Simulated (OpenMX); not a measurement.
Crystal: GaF.

```
Ga F
1.0
     3.16592    0.00000    0.00000
     0.00000    3.16592    0.00000
     0.00000    0.00000    3.16592
Ga F
1 1
Cartesian
  0.0000 0.0000 0.0000
  1.5830 1.5830 1.5830
```

The cell was built by a generator and needn't be a form met in nature.

Program: OpenMX 3.8.5. Alike in all runs: task single point; potentials or basis OpenMX 2013 PBE set, Ga7.0-s3p2d2, F6.0-s2p2d1, grid cutoff 500 Ry; no spin polarisation; cell as given; k mesh 7 × 7 × 7; smearing fermi-dirac 0.05 eV.

Order these runs on this cell by their pressure, lowest first.
A. level PBE
B. level PBE+D3
C. level PBE+D3(BJ)

A (0.5 GPa), B (5.3 GPa), C (7.5 GPa).

Caveats: the basis of atomic orbitals isn't converged, which shifts pressures, moduli and gaps.
